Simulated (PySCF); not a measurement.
# C3H7FSi: the cost of one run

The runs use PySCF 2.14.0, with density-fitted response routines of our own; the level of theory stands in each step. All values are computed, except where a source is named. Atoms are numbered from 0 throughout.

## 1. Starting geometry

12 atoms, charge 0, multiplicity 1; geometry from: GFN2-xTB. The atoms were then displaced at random by about 0.01 Å, so the start is not that level's minimum.

Bonds of the start (Å): F0–C1 1.37, C1–Si2 1.88, C1–C3 1.47, C3–C4 1.51, C4–C1 1.50, Si2–H5 1.46, Si2–H6 1.46, Si2–H7 1.49, C3–H8 1.10, C3–H9 1.09, C4–H10 1.07, C4–H11 1.08.

## 2. Optimising the geometry at PBE0-D3(BJ)/def2-SVP

The job: settings as JSON, then the geometry in Å.

```
{"job": {"xc": "PBE0", "basis": "def2-SVP", "d3": "d3bj", "grid": 1, "shake": 0.01, "kind": "geom"}, "charge": 0, "multiplicity": 1}
F      0.210940     1.142020    -1.442550
C      0.023910     0.314290    -0.366520
Si     1.671510    -0.205260     0.375410
C     -1.165710     0.588980     0.448740
C     -1.158050    -0.601230    -0.478170
H      2.451550    -0.898350    -0.648890
H      1.384450    -1.091990     1.505410
H      2.399260     1.006930     0.832420
H     -1.815010     1.432350     0.184150
H     -1.148560     0.419590     1.527470
H     -1.749340    -0.552790    -1.365080
H     -1.065260    -1.582790    -0.037280
```

Launch:

```
$ OMP_NUM_THREADS=1 python probes_run.py task.json out
```

The driver reads the jobs from task.json and runs them one after another.

Q: Estimate the wall time and peak memory of this first job on 1 thread of Arm Neoverse V1, shared host.

About 15 s, with a peak of 0.45 GiB.
